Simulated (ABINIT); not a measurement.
Input of an ABINIT 10.8.3 (patched build) run:

File run.abi:

```
pp_dirpath "./"
pseudos "Ba.GGA_PBE-JTH.xml, Rb.GGA_PBE-JTH.xml"

acell 16.5898412774 16.5898412774 16.5898412774
rprim
    -0.3840382825     0.3840382825     0.8396601665
     0.3840382825    -0.3840382825     0.8396601665
     0.3840382825     0.3840382825    -0.8396601665
ntypat 2
znucl 56 37
natom 4
typat 1 2 2 2
xred
     0.0000000000     0.0000000000     0.0000000000
     0.5000000000     0.5000000000     0.0000000000
     0.2500000000     0.7500000000     0.5000000000
     0.7500000000     0.2500000000     0.5000000000

ecut 16.0
pawecutdg 32.0
pawxcdev 0

kptopt 1
ngkpt 6 6 6
nshiftk 1
shiftk 0.0 0.0 0.0

ixc 11

nband 23
occopt 3
tsmear 0.00183747

nstep 100
tolvrs 1.0e-9

iomode 3
prtwf 0
prtden 0
prteig 0
prtebands 0
enunit 2
prtvol 2
```

Potentials or basis: JTH PAW PBE v2.0.

The run is started by

```bash
$ abinit run.abi > log 2>&1
```

(1) What does it give for the band gap on the k mesh?

(2) Estimate the pressure.

Answers

(1) none (metal or under the smearing width).

(2) 0.0 GPa.

Caveat: this set's barium file shifts pressures by 1.5 GPa and gaps by 0.1 eV against other sets.
